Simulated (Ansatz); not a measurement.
**SC-NEVPT2(2,4)/ANO-R1 (density fitting with def2-universal-jkfit, aug-cc-pVTZ-rifit for correlation, accuracy low, 1 point charge) run of GeSiH6S (SMILES [SiH3][S][GeH3])**

What is the energy difference between two shapes of GeSiH6S at SC-NEVPT2(2,4)/ANO-R1 (density fitting with def2-universal-jkfit, aug-cc-pVTZ-rifit for correlation, accuracy low, 1 point charge)? 

The calculation is run with Ansatz 0.2.0.

### Step 1. The structure to begin with

GeSiH6S: 9 atoms, total charge 0, spin state singlet. SMILES: `[SiH3][S][GeH3]`. The shape is that of a PBE0-D4/def2-TZVP optimisation.

Bond lengths: Si1–S2 2.131 Å, S2–Ge3 2.227 Å, Si1–H4 1.487 Å, Si1–H5 1.483 Å, Si1–H6 1.487 Å, Ge3–H7 1.533 Å, Ge3–H8 1.536 Å, Ge3–H9 1.536 Å. Some angles: Si1–S2–Ge3 98.2°, S2–Si1–H4 111.1°, S2–Si1–H5 106.5°, S2–Si1–H6 111.1°, S2–Ge3–H7 105.6°, S2–Ge3–H8 109.6°, S2–Ge3–H9 109.7°, H4–Si1–H5 109.9°, H4–Si1–H6 108.3°, H5–Si1–H6 109.9°.

### Step 2. A single-point energy at SC-NEVPT2(2,4)/ANO-R1 (density fitting with def2-universal-jkfit, aug-cc-pVTZ-rifit for correlation, accuracy low, 1 point charge)

in.yaml reads:

```yaml
crystal:
  periodic: [false, false, false]
  atoms:
    - {symbol: Si, position_ang: [-0.690300, 1.165700, -0.913000]}
    - {symbol: S, position_ang: [1.295500, 0.504400, -0.512700]}
    - {symbol: Ge, position_ang: [0.800800, -1.155800, 0.886500]}
    - {symbol: H, position_ang: [-1.504200, 0.078200, -1.516900]}
    - {symbol: H, position_ang: [-0.573400, 2.297200, -1.864400]}
    - {symbol: H, position_ang: [-1.365000, 1.618900, 0.331700]}
    - {symbol: H, position_ang: [2.145300, -1.774700, 1.284200]}
    - {symbol: H, position_ang: [-0.088700, -2.184900, 0.172000]}
    - {symbol: H, position_ang: [0.068500, -0.595400, 2.115500]}
basis:
  gaussian:
    orbitals: ANO-R1.json
    fitting: {mean_field: def2-universal-jkfit, correlation: aug-cc-pVTZ-rifit.json}
    symmetry_tolerance_ang: 0.001
    point_charges: [{charge: 2, position_ang: [7.9377, -0.9869, 0.4506]}]
hamiltonian:
  pseudopotentials: {relativity: none}
scf:
  lower_state_search: light
correlation:
  method: sc_nevpt2
  active_space: {window: {electrons: 2, orbitals: 4}, fixed_orbitals: true}
  electrons: outside_noble_gas
accuracy: low
output: {orbitals: {seedname: orbitals}}
```

The basis set ANO-R1 is read from a file made from the Basis Set Exchange's data (not shown).

Launch:

```console
$ ansatz run in.yaml --threads 1 --pin off --max-ram 2610MiB --events-out events.jsonl --progress --plain --runs-dir runs
```

What it wrote:

```text
Warning: RAYON_NUM_THREADS=1 ignored (pool sized by the plan → 1); use --threads N
Functional definition: HF
  name "HF"
  exchange = exact_x
  correlation = 0
1391 factors; integrals over basis functions are off by at most 4.1e-1 eV
mean field evaluation 1: about -74959.2301 eV, gradient 1.8e1 eV
mean field evaluation 2: about -74960.4943 eV, gradient 7.7e0 eV
mean field evaluation 4: about -74960.6579 eV, gradient 7.2e-1 eV
mean field -74960.65991714 eV, -2754.7534417947 hartree, gradient 1.3e-6 eV, S^2 0.000000; 0 other end points of the search recorded, 0 dependent functions left out
reference -74960.65991714 eV, -2754.7534417947 hartree; 34, 34 occupied and 71, 71 virtual orbitals, 1391 factors
state -74960.66282915 eV, -2754.7535488092 hartree
state -74960.66282915 eV, -2754.7535488092 hartree; corrected -74969.77915346 eV, -2755.0885675483 hartree
WARN: the results are in doubt because the basis set is contracted for relativity, which is off
Total energy: -74969.77915346 eV, -2755.0885675483 hartree
In doubt: the basis set is contracted for relativity, which is off
```

Run time: 4.2 s. Hardware: 1 thread of Arm Neoverse V1, shared host; peak memory 0.3 GiB.

### Step 3. The distorted shape at the same level

in.yaml reads:

```yaml
crystal:
  periodic: [false, false, false]
  atoms:
    - {symbol: Si, position_ang: [-0.803250, 1.189675, -0.942439]}
    - {symbol: S, position_ang: [1.204626, 0.256730, -0.611162]}
    - {symbol: Ge, position_ang: [0.813933, -0.872430, 0.972580]}
    - {symbol: H, position_ang: [-1.570271, 0.266299, -1.743188]}
    - {symbol: H, position_ang: [-0.580326, 2.449108, -1.932031]}
    - {symbol: H, position_ang: [-1.352753, 1.742280, 0.326743]}
    - {symbol: H, position_ang: [2.303355, -1.789175, 1.221812]}
    - {symbol: H, position_ang: [-0.146923, -2.159863, 0.153194]}
    - {symbol: H, position_ang: [0.146878, -0.540983, 2.171644]}
basis:
  gaussian:
    orbitals: ANO-R1.json
    fitting: {mean_field: def2-universal-jkfit, correlation: aug-cc-pVTZ-rifit.json}
    symmetry_tolerance_ang: 0.001
    point_charges: [{charge: 2, position_ang: [7.9377, -0.9869, 0.4506]}]
hamiltonian:
  pseudopotentials: {relativity: none}
scf:
  lower_state_search: light
correlation:
  method: sc_nevpt2
  active_space: {window: {electrons: 2, orbitals: 4}, fixed_orbitals: true}
  electrons: outside_noble_gas
accuracy: low
output: {orbitals: {seedname: orbitals}}
```

The basis set ANO-R1 is read from a file made from the Basis Set Exchange's data (not shown).

Launch:

```console
$ ansatz run in.yaml --threads 1 --pin off --max-ram 2610MiB --events-out events.jsonl --progress --plain --runs-dir runs
```

What it wrote:

```text
Warning: RAYON_NUM_THREADS=1 ignored (pool sized by the plan → 1); use --threads N
Functional definition: HF
  name "HF"
  exchange = exact_x
  correlation = 0
1391 factors; integrals over basis functions are off by at most 4.1e-1 eV
mean field evaluation 1: about -74956.9468 eV, gradient 1.9e1 eV
mean field evaluation 2: about -74958.2943 eV, gradient 8.6e0 eV
mean field evaluation 4: about -74958.4784 eV, gradient 7.9e-1 eV
mean field -74958.48030950 eV, -2754.6733426915 hartree, gradient 2.7e-6 eV, S^2 0.000000; 0 other end points of the search recorded, 0 dependent functions left out
reference -74958.48030950 eV, -2754.6733426915 hartree; 34, 34 occupied and 71, 71 virtual orbitals, 1391 factors
state -74958.48870646 eV, -2754.6736512738 hartree
state -74958.48870646 eV, -2754.6736512738 hartree; corrected -74967.73061603 eV, -2755.0132851863 hartree
WARN: the results are in doubt because the basis set is contracted for relativity, which is off
Total energy: -74967.73061603 eV, -2755.0132851863 hartree
In doubt: the basis set is contracted for relativity, which is off
```

Run time: 4.2 s. Hardware: 1 thread of Arm Neoverse V1, shared host; peak memory 0.3 GiB.

### Step 4. Results

Level: SC-NEVPT2(2,4)/ANO-R1 (density fitting with def2-universal-jkfit, aug-cc-pVTZ-rifit for correlation, accuracy low, 1 point charge).

| quantity | value |
| --- | --- |
| first shape: total energy | -2755.08857 Eh |
| distorted shape: total energy | -2755.01329 Eh |
| energy change with the atoms displaced | 2.049 eV |

With the atoms displaced the energy rises by 2.05 eV (47 kcal/mol). The first shape isn't relaxed at this level, so the change isn't measured from a minimum. The accuracy setting (first shape) is loose, so the last digits carry no meaning. The basis (first shape) was made for a relativistic Hamiltonian, but the run is non-relativistic. The accuracy setting (distorted shape) is loose, so the last digits carry no meaning. The basis (distorted shape) was made for a relativistic Hamiltonian, but the run is non-relativistic.
